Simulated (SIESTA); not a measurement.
Sn3Te:

```
Te Sn
1.0
     4.86562    0.00000    0.00000
     0.00000    4.86562    0.00000
     0.00000    0.00000    4.86562
Te Sn
1 3
Cartesian
  0.0000 0.0000 0.0000
  0.0000 2.4328 2.4328
  2.4328 0.0000 2.4328
  2.4328 2.4328 0.0000
```

The cell comes from a database or a generator and needn't be the stable form of this composition.

| Quantity | Value |
| --- | --- |
| Program | SIESTA 5.4.2 |
| Task | single point |
| Functional | PBE |
| Potentials or basis | PseudoDojo 0.4 standard (PBE files) |
| Basis | DZP (energy shift 0.003 Ry; two zetas on semicore shells) |
| Grid cutoff | 500 Ry |
| Energy shift | 0.003 Ry |
| k mesh | 6 × 6 × 6 |
| Occupations | fermi-dirac, width 0.05 eV |
| Spin | no spin polarisation |

On this cell: pressure 1.3 GPa; largest force zero by symmetry; band gap on the k mesh none (metal or under the smearing width).

The same run follows on a disturbed copy (atoms moved at random, drawn with an rms of 0.05 Å):

```xyz
4
Lattice="4.8656 0.0000 0.0000 0.0000 4.8656 0.0000 0.0000 0.0000 4.8656" Properties=species:S:1:pos:R:3 pbc="T T T"
Te    0.0327   -0.0556   -0.0163
Sn   -0.0053    2.4532    2.4274
Sn    2.4404    0.0312    2.4317
Sn    2.3838    2.4556   -0.0059
```

Question: What does the disturbed cell give?

Answer: The energy (extrapolated to zero smearing) moves by +1.5 meV/atom; pressure 1.4 GPa; largest force 0.148 eV/Å; band gap on the k mesh none (metal or under the smearing width).

Forces on the atoms (eV/Å):
```
Te  -0.094  0.112  0.021
Sn  -0.056 -0.085 -0.017
Sn   0.082  0.055 -0.018
Sn   0.068 -0.084  0.014
```

Caveats: the basis of atomic orbitals isn't converged, which shifts pressures, moduli and gaps.
